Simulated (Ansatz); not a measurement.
# RbH3: the cost of one run

Computed with Ansatz 0.2.0 (DFT PBE, scalar-relativistic, plane waves, PAW, unless a step's input says otherwise).

1 further run of the same task is left out (it didn't finish).

**1. The system as given**

It takes space group Amm2 (No. 38, orthorhombic). The conventional cell has a = 9.050 Å, b = 4.471 Å, c = 3.255 Å, α = 90.00°, β = 90.00°, γ = 90.00°. Rb (site symmetry mm2) is surrounded by 2 H at 2.45 Å and 4 Rb at 2.77 Å. H (site symmetry m) is surrounded by 5 H at 2.43 to 2.77 Å and 1 Rb at 2.45 Å. H (site symmetry mm2) is surrounded by 6 H at 2.43 to 2.77 Å.

As a file:

```
Rb H
1.0
     9.04985    0.00000    0.00000
     0.00000    2.23541    1.62742
     0.00000   -2.23541    1.62742
Rb H
1 3
Direct
  0.00000 0.91398 0.91398
  0.75261 0.61039 0.61039
  0.50000 0.86524 0.86524
  0.24739 0.61039 0.61039
```

A structure generator made this guess: ZnFe3 type (Cmmm) distorted into a subgroup (Amm2, No. 38). Lengths come from tabulated atomic sizes and are only a guess.

**2. Probe: one point on a coarse mesh**

input.yaml reads:

```yaml
crystal:
  lattice:
    - [9.04984916, 0.0, 0.0]
    - [0.0, 2.23541148, 1.62742116]
    - [0.0, -2.23541148, 1.62742116]
  atoms:
    - { symbol: Rb, position: [0.0, 0.91398175, 0.91398175] }
    - { symbol: H, position: [0.75260678, 0.61038866, 0.61038866] }
    - { symbol: H, position: [0.5, 0.86524094, 0.86524094] }
    - { symbol: H, position: [0.24739322, 0.61038866, 0.61038866] }
basis:
  ecutwfc: 420
kpoints:
  mp_grid: { grid: [2, 6, 6] }
hamiltonian:
  xc: pbe
scf:
  occupations: { method: gaussian, width: 0.1 }
  lower_state_search: "off"
output:
  forces: true
  stress: true
  eigenvalues: true
```

On the command line:

```console
$ ansatz run input.yaml --threads 1 --pin off --max-ram 2048MiB --backend cpu --events-out ev --progress --plain --runs-dir out
```

**Question.** How long does this run take on 1 thread of Arm Neoverse V1, shared host, and how much memory does it need?

About 2.5 s, with a peak of 0.29 GiB.
